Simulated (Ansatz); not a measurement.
# ScAl5: what a guessed cell relaxes into

Where does this trial cell of ScAl5 go when cell and atoms are let free?

Program: Ansatz 0.2.0. Level of theory: DFT PBE, scalar-relativistic, plane waves, PAW. These are calculated values, not measurements.

### Step 1. The system as given

Symmetry: P-6m2, No. 187, hexagonal system. The conventional cell has a = 2.819 Å, b = 2.819 Å, c = 14.031 Å, α = 90.00°, β = 90.00°, γ = 120.00°. Around Sc (site symmetry -6m2) lie 6 Sc at 2.82 Å and 6 Al at 2.85 Å. Around Al (site symmetry 3m) lie 9 Al at 2.82 to 2.85 Å and 3 Sc at 2.85 Å. Al (site symmetry -6m2) is surrounded by 12 Al at 2.82 to 2.85 Å. Al (site symmetry 3m) has 12 Al at 2.82 to 2.85 Å as nearest neighbours.

Structure file:

```cif
data_structure
_symmetry_space_group_name_H-M 'P-6m2'
_symmetry_Int_Tables_number 187
_cell_length_a 2.8189
_cell_length_b 2.8189
_cell_length_c 14.0309
_cell_angle_alpha 90.000
_cell_angle_beta 90.000
_cell_angle_gamma 120.000
_cell_volume 96.56
loop_
_atom_site_label
_atom_site_type_symbol
_atom_site_symmetry_multiplicity
_atom_site_Wyckoff_symbol
_atom_site_fract_x
_atom_site_fract_y
_atom_site_fract_z
_atom_site_occupancy
Sc1 Sc 1 f 0.66667 0.33333 0.50000 1
Al1 Al 2 h 0.33333 0.66667 0.66667 1
Al2 Al 1 c 0.33333 0.66667 0.00000 1
Al3 Al 2 i 0.66667 0.33333 0.83333 1
```

The start is an ordering of an alloy on its end members' structure types: elements ordered on the sites of the Rb type, Al/Sc on Rb (P-6m2, No. 187).

### Step 2. Probe: one point on a coarse mesh

File input.yaml:

```yaml
crystal:
  lattice:
    - [2.81890849, 0.0, 0.0]
    - [-1.40945424, 2.44124636, 0.0]
    - [0.0, 0.0, 14.03090821]
  atoms:
    - { symbol: Sc, position: [0.66666667, 0.33333333, 0.5] }
    - { symbol: Al, position: [0.33333333, 0.66666667, 0.66666667] }
    - { symbol: Al, position: [0.33333333, 0.66666667, 0.0] }
    - { symbol: Al, position: [0.33333333, 0.66666667, 0.33333333] }
    - { symbol: Al, position: [0.66666667, 0.33333333, 0.83333333] }
    - { symbol: Al, position: [0.66666667, 0.33333333, 0.16666667] }
basis:
  ecutwfc: 420
kpoints:
  mp_grid: { grid: [6, 6, 2] }
hamiltonian:
  xc: pbe
scf:
  occupations: { method: gaussian, width: 0.1 }
  lower_state_search: "off"
output:
  forces: true
  stress: true
  eigenvalues: true
```

Command:

```sh
$ ansatz run input.yaml --threads 1 --pin off --max-ram 2560MiB --backend cpu --events-out ev --progress --plain --runs-dir out
```

The session goes on with these runs: a loose first relaxation; spin check on a coarse mesh; full relaxation.

**Question.** What will these runs give? Wanted: conventional cell; volume; energy over the elements; gap on the mesh.

As calculated:

| quantity | value |
| --- | --- |
| symmetry at the end (tolerance 0.05 Å) | space group P-6m2 (No. 187) |
| conventional cell | a = 3.025 Å, b = 3.025 Å, c = 13.647 Å, α = 90.00°, β = 90.00°, γ = 120.00° |
| volume | 18.03 Å³/atom |
| energy over the elements | -0.04 eV/atom |
| gap on the mesh | none (metal) |

What this shows: The space group P-6m2 (No. 187) is kept, and the volume per atom grows by 12.0 % from the first guess. The formation energy of this structure is too near zero to say whether it is bound against the elements. No finished test with a distortion of lower symmetry is shown, so the end may be a saddle point. Other magnetic orders were not searched.
